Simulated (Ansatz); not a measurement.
# SiH₃Br (singlet): wave-function methods side by side at a displaced geometry (v1), cc-pVDZ

How much of the correlation energy of SiH₃Br (singlet) does each wave-function method recover here?

Computed with Ansatz 0.2.0, Gaussian basis. Level: cc-pVDZ, core rule «outside noble gas», up to 19 orbitals frozen.

To be run: UHF; CCSD(T) on RHF; BCCD(T) on RHF; CISD; CCSDT(Q) on RHF.

15 further runs of the same task are left out: 1 for a known fault of the program, 6 that didn't finish, 8 set aside as unsound or not needed.

## Step 1: The geometry

The geometry is a PBE0/def2-TZVP stationary point (not a proven minimum) with its atoms shifted at random (size 0.040 Å). No spin-orbit coupling is included. The filled d shell of Br may be among the frozen orbitals whatever the setting's name suggests; the logs give the count.

5 atoms, charge 0, spin multiplicity 1.

Atoms are counted from 1 here; the program's logs count them from 0.

Bond lengths: Si1–Br2 2.219 Å, Si1–H3 1.508 Å, Si1–H4 1.489 Å, Si1–H5 1.577 Å. Angles: Br2–Si1–H3 106.6°, Br2–Si1–H4 110.6°, Br2–Si1–H5 110.6°, H3–Si1–H4 113.3°, H3–Si1–H5 107.5°, H4–Si1–H5 108.3°.

## Step 2: UHF

Input file in.yaml:

```yaml
crystal:
  periodic: [false, false, false]
  atoms:
    - {symbol: Si, position_ang: [-1.583299, 0.000526, 0.013344]}
    - {symbol: Br, position_ang: [0.635469, -0.000336, -0.003307]}
    - {symbol: H, position_ang: [-2.013368, 1.445247, -0.037416]}
    - {symbol: H, position_ang: [-2.098620, -0.726307, 1.206208]}
    - {symbol: H, position_ang: [-2.147054, -0.706968, -1.278469]}
basis:
  gaussian: {orbitals: cc-pVDZ}
magnetization: {spin_polarized: true, initial_magnetization: 0}
hamiltonian: {xc: hf}
output: {orbitals: {seedname: orbitals}}
```

Started as:

```bash
$ ansatz run in.yaml --threads 1 --pin off --events-out ev --progress --plain --max-ram 2393MiB
```

The runs that follow: CCSD(T) on RHF; BCCD(T) on RHF; CISD; CCSDT(Q) on RHF.

**Question.** What will the summary of the whole plan be? Wanted: RCCSDT(Q) below the RHF energy; RMP2 from RCCSDT(Q); RCCSD from RCCSDT(Q); RCCSD(T) from RCCSDT(Q); T1 diagnostic.

**Answer**, as computed:

| quantity | value |
| --- | --- |
| RCCSDT(Q) below the RHF energy | -7.0687 eV |
| RMP2 from RCCSDT(Q) | +105.5 kJ/mol |
| RCCSD from RCCSDT(Q) | +16.2 kJ/mol |
| RCCSD(T) from RCCSDT(Q) | +2.9 kJ/mol |
| levels within 1 kcal/mol (43 meV) | RCCSD(T), BCCD(T), RCCSDT |
| T1 diagnostic | 0.009 |

RCCSD(T) misses by +2.9 kJ/mol, 0.4 % of the correlation energy. These misses are within one basis, not against nature.
